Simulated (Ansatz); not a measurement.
# YbOs (CsCl type): a single-point run

The task is a single-point run on YbOs (CsCl type). The structure is shown as the input types it.

Program: Ansatz 0.2.0. Level of theory: DFT r2SCAN, scalar-relativistic, plane waves, PAW. These are calculated values, not measurements.

### Step 1. Starting point

Symmetry: Pm-3m, No. 221, cubic system. Conventional cell: a = 3.328 Å, b = 3.328 Å, c = 3.328 Å, α = 90.00°, β = 90.00°, γ = 90.00°. Yb (site symmetry m-3m) has 8 Os at 2.88 Å in its first shell of neighbours. Os (site symmetry m-3m) is surrounded by 8 Yb at 2.88 Å.

Structure file:

```xyz
2
Lattice="3.3278 0.0000 0.0000 0.0000 3.3278 0.0000 0.0000 0.0000 3.3278" Properties=species:S:1:pos:R:3 pbc="T T T"
Yb    0.0000    0.0000    0.0000
Os    1.6639    1.6639    1.6639
```

### Step 2. The run

File input.yaml:

```yaml
crystal:
  lattice:
    - [3.3277636606, 0.0, 0.0]
    - [0.0, 3.3277636606, 0.0]
    - [0.0, 0.0, 3.3277636606]
  atoms:
    - { symbol: Yb, position: [0.0, 0.0, 0.0], spin: 2.0 }
    - { symbol: Os, position: [0.5, 0.5, 0.5] }
basis:
  ecutwfc: 500
  ecutrho_ratio: 4
kpoints:
  mp_grid: { grid: [10, 10, 10] }
hamiltonian:
  xc: r2scan
scf:
  occupations: { method: gaussian, width: 0.05 }
  max_iter: 100
output:
  forces: true
  stress: true
```

Command:

```console
$ ansatz run input.yaml --threads 2 --pin off --max-ram 2662MiB --backend cpu --events-out ev --progress --plain --runs-dir out
```

**Question.** How will this run end, and is anything wrong with its input?

The program refused the input before any cycle. Its message: «inconsistent input (magnetization.spin_polarized): false but per-atom `spin:`, `per_species`, `initial_magnetization`, `magnetic_field`, or `spin_locking` is set»

The atoms carry spins in the input while the run has one spin channel.

The cure: switch spin polarisation on, or remove the moments.
